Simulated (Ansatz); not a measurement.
**C₂HBF₂: basis-set convergence**

One table from this session's results is given with a row withheld; the runs are named, their logs left out.

Method: one geometry, several basis sets; program: Ansatz 0.2.0, Gaussian basis.

Plan: PBE0-D4/def2-SVP; ωB97M-V/def2-SVP; PBE0-D4/def2-QZVPP; ωB97M-V/def2-QZVPP; the functionals' def2-TZVPP values are taken from earlier runs.

## The geometry

An earlier PBE0-D4 in a triple-zeta def2 set relaxation fixed the geometry.

SMILES `C#CB(F)F`, 6 atoms, charge 0, spin multiplicity 1.

Atoms are counted from 1 here; the program's logs count them from 0.

Bond lengths: C1–C2 1.203 Å, C1–H6 1.066 Å, C2–B3 1.521 Å, B3–F4 1.316 Å, B3–F5 1.316 Å. Angles: C2–C1–H6 180.0°, C1–C2–B3 180.0°, C2–B3–F4 121.1°, C2–B3–F5 121.1°, F4–B3–F5 117.8°.

The first run:

The input, in.yaml:

```yaml
crystal:
  periodic: [false, false, false]
  atoms:
    - {symbol: C, position_ang: [-0.883678, 0.450763, 1.253421]}
    - {symbol: C, position_ang: [-0.218556, 0.106180, 0.311664]}
    - {symbol: B, position_ang: [0.621960, -0.329248, -0.878437]}
    - {symbol: F, position_ang: [0.153556, -1.179465, -1.766622]}
    - {symbol: F, position_ang: [1.841708, 0.131734, -1.054086]}
    - {symbol: H, position_ang: [-1.472990, 0.756036, 2.087861]}
basis:
  gaussian: {orbitals: def2-SVP}
hamiltonian: {xc: pbe0, dispersion: d4}
output: {orbitals: {seedname: orbitals}}
```

Steps of the session up to this table: PBE0-D4 in def2-SVP; ωB97M-V in def2-SVP; PBE0-D4 in def2-QZVPP; ωB97M-V in def2-QZVPP.

One of the session's tables, all rows but one given; the rest of the session is left out.

It belongs to the step «Density functionals: the series». 

```
functional       basis  HOMO (eV)
   PBE0-D4    def2-SVP      -8.84
   PBE0-D4  def2-TZVPP      -8.92
   PBE0-D4  def2-QZVPP      -8.93
   ωB97M-V    def2-SVP          ?
   ωB97M-V  def2-TZVPP     -11.20
   ωB97M-V  def2-QZVPP     -11.22
```

Q: Estimate the row for ωB97M-V, def2-SVP from the others.

The run gave: HOMO (eV): -11.11. In the column «HOMO (eV)» it lies between ωB97M-V, def2-TZVPP (-11.20) and PBE0-D4, def2-QZVPP (-8.93).
